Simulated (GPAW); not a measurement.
Crystal: MoPd.

```
CELL_PARAMETERS angstrom
2.79390 0.00000 0.00000
-1.39695 2.41958 0.00000
0.00000 0.00000 4.56637
ATOMIC_POSITIONS crystal
Pd 0.33333 0.66667 0.00000
Mo 0.66667 0.33333 0.50000
```

The cell comes from a database or a generator and needn't be the stable form of this composition.

| Property | Result |
| --- | --- |
| Program | GPAW 26.7.0 |
| Task | relaxation of cell and atoms |
| Functional | PBE |
| Potentials or basis | GPAW PAW data sets (gpaw-data 1.2.1) |
| Cutoff | 600 eV |
| Basis | pw |
| k mesh | 8 × 8 × 4 |
| Occupations | fermi-dirac, width 0.05 eV |
| Spin | no spin polarisation |

At the start: pressure -1.7 GPa; volume 15.43 Å³/atom.

**Question.** Where does the relaxation end?

**Answer.** Over 5 steps the energy falls by 3.4 meV/atom and the volume is 15.31 Å³/atom (-0.8 %); space group P-6m2 (No. 187, to 0.05 Å).

Step by step:
```csv
step,energy change (eV),largest force (eV/Å),pressure (GPa),volume (Å³)
1,0.0000,0.0000,-1.74,30.87
2,-0.0025,0.0000,-0.97,30.76
3,-0.0059,0.0000,0.80,30.52
4,-0.0063,0.0000,0.62,30.54
5,-0.0068,0.0000,0.02,30.63
```

Final structure:
```
CELL_PARAMETERS angstrom
2.77073 0.00000 0.00000
-1.38536 2.39952 0.00000
0.00000 0.00000 4.60649
ATOMIC_POSITIONS crystal
Pd 0.33333 0.66667 0.00000
Mo 0.66667 0.33333 0.50000
```

Caveat: later steps reuse the first step's grids.
